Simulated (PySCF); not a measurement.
**A diatomic session: CaF**

The task here is to estimate one member of a computed series from the others.

Computed with PySCF 2.14.0. Level: Ca pcseg-1, F pcseg-1, no relativity.

Set-up of the first run:

Settings of the job:

* atoms: Ca, F
* charge: 0
* basis: Ca pcseg-1, F pcseg-1
* Hamiltonian: no relativity
* basis functions: 38
* electrons treated: 29
* masses in u: 39.9626, 18.9984
* levels: PBE0, PBE, r²SCAN, LDA, PW91, M06-L, LC-ωPBE, HF, MP2, SCS-MP2, CCSD, CCSD(T)
* grid: 80 radial by 434 angular points
* occupations: held fixed by the projection of orbital angular momentum
* dissociation limit: Ca + F, each in its ground configuration
* starting distance in angstrom: 2.205
* values of 2S to try: 1, 3

Run with:

```bash
$ OMP_NUM_THREADS=1 python dia.py task.json out
```

Among the steps run: Set-up; First curve: PBE0; Other states along the same grid; PBE (GGA); r²SCAN; LDA (local density); PW91; M06-L; LC-ωPBE (range-separated hybrid); UHF; MP2 and coupled cluster.

One table of the session follows, with a row left open; its other results are not shown here.

It belongs to the step «Constants by level of theory». Differences from CCSD(T) in the same basis:

```
      level  Re (mÅ)  ωe (%)
        UHF       +5    +0.5
    UHF-MP2       -2    +0.1
UHF-SCS-MP2       +1    -0.1
   UHF-CCSD       +2    -0.2
        LDA      -87   +10.7
        PBE      -55    +5.0
       PW91      -58    +5.6
     r²SCAN      -50    +5.9
      M06-L        ?       ?
       PBE0      -51    +5.6
    LC-ωPBE      -47    +5.4
```

Q: Estimate the row for M06-L from the others.

**Answer.** Re (mÅ): -36; ωe (%): +4.4. In the column «Re (mÅ)» it lies between LC-ωPBE (-47) and UHF-MP2 (-2).
